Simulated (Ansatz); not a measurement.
Crystal: SiO.

```
CELL_PARAMETERS angstrom
0.00000 2.43364 2.43364
2.43364 0.00000 2.43364
2.43364 2.43364 0.00000
ATOMIC_POSITIONS crystal
Si 0.75000 0.75000 0.75000
O 0.00000 0.00000 0.00000
```

The cell was built by a generator and needn't be a form met in nature.

A run of Ansatz 0.2.0 on this cell left the log below. Logs are shortened: lines on timing, memory, paths and dates and some standing lists are left out, and cuts for length are marked.

```text
Warning: RAYON_NUM_THREADS=2 ignored (pool sized by the plan → 2); use --threads N
scf.n_extra_bands = 6 over 5 filled bands (N_el = 10.0): the run solves 11 bands
Engine: ansatz 0.2.0, aarch64-unknown-linux-gnu
Pseudopotentials: kind: paw
Pseudopotential: Si, paw, valence charge 4, recommended cutoff 460 eV (normal), Si.paw.azcp
Pseudopotential: O, paw, valence charge 6, recommended cutoff 930 eV (normal), O.paw.azcp
Functional definition: PBE
  parameter kappa = 0.804
  parameter beta = 0.06672455060314922
  exchange = pbe_x(kappa = kappa, mu = beta*pi^2/3)
  correlation = pbe_c(beta = beta)
Crystal: 2 atoms, lattice volume = 28.827 Å³
Basis set: ecut = 930 eV, 1837 PW (Γ), exchange–correlation on 80×80×80 points (8 copies of the dense FFT grid, shifted against one another)
Bands: 11, of which v1, the nominal top of the filled ones, is band 5 counted from 1 (4 counted from 0)
Symmetry: 24 space group operations
Space group: F-43m (ITA 216), of the structure as read, at distance tolerance 3.1e-5 Å
k-points: 35 of 729 (time reversal used)
Non-local potential: Si, projectors of the file, l = 0: 2, l = 1: 3, l = 2: 1
Non-local potential: O, projectors of the file, l = 0: 2, l = 1: 2, l = 2: 1
PAW form: soft (Blöchl's): semilocal exchange-correlation on the pseudo side does not see the compensation charge
PAW one-centre angular grid: Si, 110 points (default); XC on 64 Gauss nodes
PAW one-centre angular grid: O, 110 points (default); XC on 64 Gauss nodes
Initial density: superposition of atomic densities (chi_scale 0.1, normalization cell, long waves kept (reshape's long-wave potential 0.00 eV rms))
Initial wavefunctions: pseudopotential atomic-orbital guess
Functional: x = pbe(κ = 0.804, μ = 0.2195149727645171), c = pbe(β = 0.06672455060314922)
SCF iter   1: F=—  HF=-1201.372879 eV  |F-HF|=—  |Δ(HF+E_count)|=         —  Δρ=3.43e-2  dr2=4.55e-1  ethr=3.10e-3  ⟨swp⟩=6.3  Hψ=3013  notcnv=0
preconditioner: auto → none  [insulator: Δε(μ)=0.138 eV  Ē_g=15.747 eV  σ=0.050 eV  W_gap=0.60  n_scr=8 (ndim 8)  ℏωp=21.9 eV  f_vac=0.000  D(μ)=0.59/eV (n_scr^D=0)  ε∞_Penn≈2.9]
SCF iter   2: F=—  HF=-1201.290400 eV  |F-HF|=—  |Δ(HF+E_count)|=   8.25e-2  Δρ=9.46e-3  dr2=2.34e-2  ethr=3.10e-3  ⟨swp⟩=1.7  Hψ=715  notcnv=0  defer=6
SCF iter   3: F=—  HF=-1201.290525 eV  |F-HF|=—  |Δ(HF+E_count)|=   1.25e-4  Δρ=2.81e-3  dr2=1.63e-3  ethr=2.34e-4  ⟨swp⟩=2.0  Hψ=488  notcnv=0  defer=47
SCF iter   4: F=—  HF=-1201.291127 eV  |F-HF|=—  |Δ(HF+E_count)|=   6.03e-4  Δρ=2.12e-4  dr2=1.28e-5  ethr=1.63e-5  ⟨swp⟩=2.4  Hψ=425  notcnv=0  defer=47
SCF iter   5: F=—  HF=-1201.291132 eV  |F-HF|=—  |Δ(HF+E_count)|=   5.03e-6  Δρ=5.17e-5  dr2=4.21e-7  ethr=1.28e-7  ⟨swp⟩=2.5  Hψ=495  notcnv=0  defer=47
SCF iter   6: F=-1201.291132 eV  HF=-1201.291132 eV  |F-HF|=2.54e-9  |Δ(HF+E_count)|=   1.57e-8  Δρ=5.72e-6  dr2=3.52e-9  ethr=1.00e-9  ⟨swp⟩=14.4  Hψ=3242  notcnv=0
SCF 1 converged in 6 iterations: F = -1201.291132 eV  dr2 = 3.52e-9
  Residual-converged pass: ⟨swp⟩=1.2  Hψ=531  notcnv=0  max |occ|·‖R‖ = 7.0e-9 eV (tolerance 1.0e-8 eV)  dr2=3.52e-9  dr2_onsite=1.75e-11  max |Δocc| = 2.0e-10
  greatest PAW one-centre occupation: 0.616 electrons in one spin orbital (limit 2), on the Si atom at site 0 (counted from 0), in its partial waves of l = 0
NSCF: frozen V_eff on 142 k-points
SCF converged after 6 iterations
Free energy (F): -1201.291132 eV
Harris-Foulkes:  -1201.291132 eV  (|F-HF|=2.54e-9)
Internal energy: -1201.286257 eV  (E = F + TS)
E sigma→0 (E₀):  -1201.288695 eV
Entropy (-TS):   -0.004875 eV (-2.438 meV/atom)
Fermi energy:    7.442276 eV
--- Per-component energies (eV) ---
  E_band       = -12.969143
  E_kinetic    = 274.744833
  E_local      = -539.510818  (includes V_loc(G=0)·N_el)
  E_nonlocal   = 111.958577
  E_hartree    = 158.297951
  E_xc         = -145.243714
  E_vxc        = -155.622398  (∫ρ·V_xc dr)
  E_paw        = -651.926007  (= ΣΔE_a)
  E_vpaw       = -21.134573  (= ΣTr[D̂ρ^β])
  E_aug_tail   = 0.000001  (compensation charges beyond the density's cutoff)
  E_ewald      = -409.607080
  E_smearing   = -0.004875  (= −TS)
  E_closure    = 0.000000  (closes the sum)
  Σ components = -1201.291132   (vs F -1201.291132, Δ=0.00e0)
--- Forces (eV/Å), atoms counted from 1 ---
  atom   1  Si    -0.00000000     0.00000000    -0.00000000
  atom   2  O      0.00000000    -0.00000000     0.00000000
  max |Σ_I F_I| component: 8.88e-16 eV/Å
--- Stress (GPa, compression-positive) ---
       -0.005045      -0.000000      -0.000000
       -0.000000      -0.005045       0.000000
       -0.000000       0.000000      -0.005045
  P = ⅓ Tr σ = -0.0050 GPa (-0.050 kbar)
--- Band table (eV; the first three rows and the last of 35) ---
  k-point 0: bands = ["-13.5192", "1.3078", "2.0613", "2.0613", "2.0613", "11.0531", "11.0531", "11.0531", "17.7676", "18.8941", "18.8941"]
  k-point 1: bands = ["-13.4502", "0.3281", "2.0078", "2.0078", "3.0161", "10.6023", "11.1449", "11.1449", "17.9518", "17.9518", "18.2887"]
  k-point 2: bands = ["-13.2682", "-0.8334", "1.8794", "1.8794", "4.0580", "9.8447", "11.2953", "11.2953", "17.4072", "17.4072", "17.7282"]
  k-point 34: bands = ["-12.6794", "-1.7905", "0.1211", "0.6295", "7.6128", "8.0460", "10.1327", "12.2299", "14.5728", "19.0514", "19.8858"]
```

**Question.** Write the input and the command behind it.

**Answer.** Band structure with PBE, no spin polarisation. The files as run (others can give the same):

input.yaml
```yaml
crystal:
  lattice:
    - [0.0, 2.43364, 2.43364]
    - [2.43364, 0.0, 2.43364]
    - [2.43364, 2.43364, 0.0]
  atoms:
    - { symbol: Si, position: [0.75, 0.75, 0.75] }
    - { symbol: O, position: [0.0, 0.0, 0.0] }
hamiltonian:
  xc: pbe
  pseudopotentials: { kind: paw, source: ansatz }
kpoints:
  mp_grid: { grid: [9, 9, 9] }
  band_path:
    path:
      - [[0.0, 0.0, 0.0], [0.5, 0.0, 0.5], [0.5, 0.25, 0.75], [0.375, 0.375, 0.75], [0.0, 0.0, 0.0], [0.5, 0.5, 0.5], [0.625, 0.25, 0.625], [0.5, 0.25, 0.75], [0.5, 0.5, 0.5], [0.375, 0.375, 0.75]]
      - [[0.625, 0.25, 0.625], [0.5, 0.0, 0.5]]
    npoints: 14
scf:
  occupations: { method: fermi_dirac, width: 0.05 }
  n_extra_bands: 6
output:
  forces: true
  stress: true
  eigenvalues: true
  fatbands: false
  write_density: true
  write_potential: true
  elf: true
  volumetric_format: npy
```

Potentials or basis: Ansatz PAW earlier set.
Launch:
```bash
$ ansatz run input.yaml --threads 2 --pin off --max-ram 5632MiB --backend cpu --events-out ev --progress --plain --runs-dir out
```
